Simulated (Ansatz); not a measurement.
Write a Python script for Ansatz 0.2.0 through its Python package that makes a geometry optimisation of AlBFH₄NO₂, SMILES [OH][AlH][NH]B(O)F. Settings: Hartree-Fock, def2-SVP basis, multiplicity 1.

Contents of `albfh4no2.xyz`:
```text
10

O    -2.19790   -0.88960    0.95210
Al   -0.78940   -1.25250   -0.09390
N    -0.07530    0.07590   -1.27110
B     0.57120    1.20850   -0.38460
O     1.93970    1.35580   -0.21630
F    -0.41660    2.12570    0.26870
H    -1.83630   -0.46370    1.77500
H    -0.04810   -2.66190    0.03100
H     0.78000   -0.36390   -1.67800
H     2.15580    0.81460    0.62000
```

`opt.py`
```python
"""Minimum-energy structure of AlBFH4NO2."""

import itertools

import ansatz as az
from ase.data import atomic_numbers, covalent_radii
import numpy as np
import pandas as pd

BASIS = "def2-SVP"
XC = "HF"


def main() -> None:
    albfh4no2 = az.Crystal.molecule_from_extxyz("albfh4no2.xyz")

    model = albfh4no2.calculation()
    model = model.basis(gaussian=BASIS)
    model = model.functional(XC)
    symbols = [site.symbol for site in albfh4no2.cartesian_sites]
    start = np.array([site.position_ang for site in albfh4no2.cartesian_sites], dtype=float)
    def progress(event):
        if event["event"] == "relax_step":
            row = event["data"]
            print(f"step {row['step']:3d}  E = {row['lagrangian_ev']:.6f} eV  largest force component {row['allowed_force_max_ev_ang']:.4f} eV/A")


    summary = model.relax(force_tolerance=0.02).session().plan().execute(on_event=progress).report
    end = np.array(summary["positions_ang"])

    print(f"E = {summary['free_energy_ev']:.6f} eV = {summary['free_energy_ev'] / 27.211386246:.7f} Ha")
    print("converged:", summary["converged"], " doubts:", summary["published_state_doubts"] or "none")

    # pairs closer than 1.2 times the sum of covalent radii, before or after
    radius = [covalent_radii[atomic_numbers[s]] for s in symbols]
    span = lambda where, i, j: np.linalg.norm(where[i] - where[j])
    bonded = [(i, j) for i, j in itertools.combinations(range(len(symbols)), 2) if min(span(start, i, j), span(end, i, j)) < 1.2 * (radius[i] + radius[j])]
    print("pair        before    after (A)")
    for i, j in bonded:
        print(f"{symbols[i]}{i}-{symbols[j]}{j}".ljust(10), f"{span(start, i, j):8.4f} {span(end, i, j):8.4f}")

    charges = summary["charge_distribution"]
    table = pd.DataFrame({"atom": symbols, "mulliken": charges["mulliken_charges_e"], "lowdin": charges["lowdin_charges_e"]})
    print(table.round(3).to_string())
    print("dipole (e A):", np.round(charges["dipole_moment_e_ang"], 4) + 0.0)


if __name__ == "__main__":
    main()
```

```console
$ python opt.py
step   1  E = -15575.130914 eV  largest force component 3.8875 eV/A
step   2  E = -15576.414105 eV  largest force component 2.6535 eV/A
step   3  E = -15576.899579 eV  largest force component 1.6760 eV/A
step   4  E = -15577.101851 eV  largest force component 1.0417 eV/A
step   5  E = -15577.279089 eV  largest force component 1.0047 eV/A
step   6  E = -15577.438427 eV  largest force component 0.7144 eV/A
step   7  E = -15577.587496 eV  largest force component 0.7792 eV/A
step   8  E = -15577.718528 eV  largest force component 0.9888 eV/A
step   9  E = -15577.845384 eV  largest force component 0.7831 eV/A
step  10  E = -15577.909178 eV  largest force component 0.4203 eV/A
step  11  E = -15577.966805 eV  largest force component 0.1637 eV/A
step  12  E = -15577.965919 eV  largest force component 0.3514 eV/A
step  13  E = -15577.970698 eV  largest force component 0.0842 eV/A
step  14  E = -15577.970991 eV  largest force component 0.0778 eV/A
step  15  E = -15577.972774 eV  largest force component 0.0261 eV/A
step  16  E = -15577.972952 eV  largest force component 0.0124 eV/A
E = -15577.972952 eV = -572.4799469 Ha
converged: True  doubts: none
pair        before    after (A)
O0-Al1       1.7916   1.6844
O0-H6        0.9946   0.9418
Al1-N2       1.9132   1.7977
Al1-H7       1.5974   1.5652
N2-B3        1.5769   1.4089
N2-H8        1.0443   1.0044
B3-O4        1.3867   1.3508
B3-F5        1.4979   1.3437
O4-H9        1.0193   0.9444
  atom  mulliken  lowdin
0    O    -0.626   0.009
1   Al     1.049   0.288
2    N    -0.603   0.116
3    B     0.432  -0.678
4    O    -0.285   0.269
5    F    -0.308   0.152
6    H     0.210  -0.035
7    H    -0.238  -0.144
8    H     0.165   0.028
9    H     0.203  -0.006
dipole (e A): [ 0.27    0.2555 -0.0573]
```

Caveats:
- Total energies depend on the basis set; only differences at equal settings carry meaning.
- The end point is the stationary point reached from this start; no frequency run checks that it is a minimum, and the basis set is modest.
- The Löwdin charges here are taken after orthogonalising the functions within each atom; they differ from plain Löwdin charges, and their signs can be unphysical.
- The whole script took 46 s on 1 thread of Arm Neoverse V2, on a shared host, peak memory 0.33 GiB.
